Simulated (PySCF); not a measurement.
**CH3FNSi−, a complex of two parts as drawn: interaction energy**

What interaction energy should one expect for `N#C[SiH3]` with `[F-]`?

Programs: PySCF 2.14.0. All values are calculated, for the isolated system unless a continuum is named. Atoms count from 0, parts from 1.

### Step 1. The system as given

7 atoms, charge -1, multiplicity 1; geometry: GFN2-xTB. Parts: 1 = atoms 0–5, `N#C[SiH3]`, charge 0; 2 = atom 6, `[F-]`, charge -1. In the given geometry the parts are no longer as drawn: a bond within a part is broken, a hydrogen has moved, or two parts are bonded, so values for the parts refer to these atom groups.

### Step 2. Relaxing the molecule at PBE0-D3(BJ)/def2-SVPD

The job: settings as JSON, then the geometry in Å.

```
{"job": {"xc": "PBE0", "basis": "def2-SVPD", "d3": "d3bj", "grid": 2, "kind": "geom", "shake": 0.01}, "charge": -1, "multiplicity": 1, "parts": [{"atoms": "0-5", "charge": 0, "multiplicity": 1}, {"atoms": "6-6", "charge": -1, "multiplicity": 1}]}
Si    -0.647028     0.499269    -0.416690
C      0.808105    -0.495019     0.343416
N      1.670587    -1.097956     0.783877
H      0.133750     1.789910    -0.276745
H     -0.575627    -0.267651    -1.687755
H     -1.567993     0.069121     0.666576
F     -1.977460     1.426690    -1.101959
```

The run is started by

```console
> OMP_NUM_THREADS=1 python cluster_run.py task.json out
```

One launch serves the whole session: the jobs run in the order shown.

**Question.** The jobs that follow are: CCSD(T)/aug-cc-pVDZ and MP2/aug-cc-pVTZ counterpoise interaction energy, frozen core, gas phase. Predict: point group; rotational constants (main isotopes); interaction energy, CCSD(T) limit estimate; MP2/aug-cc-pVTZ; T1 diagnostic.

As calculated:

| quantity | value |
| --- | --- |
| point group | C3v |
| rotational constants (main isotopes) | 74.18, 2.10, 2.10 GHz |
| interaction energy, CCSD(T) limit estimate | -91.89 kcal/mol |
| MP2/aug-cc-pVTZ | -91.09 kcal/mol |
| T1 diagnostic | 0.0150 |

**Reading.** Over 5 steps the energy fell by 0.140 eV; of the bonds of the start, Si0–C1 changed most, 1.919 to 2.052 Å. The interaction energy leaves out the deformation of the parts, 25.97 kcal/mol at MP2. So large a deformation means that the parts are far from their own minima, and the two numbers can't be added across methods. The estimate adds CCSD(T) less MP2 in the small basis (+0.10 kcal/mol) to extrapolated MP2. Hartree-Fock gives -96.88 against -91.89 kcal/mol, so correlation weakens the interaction of the frozen parts.
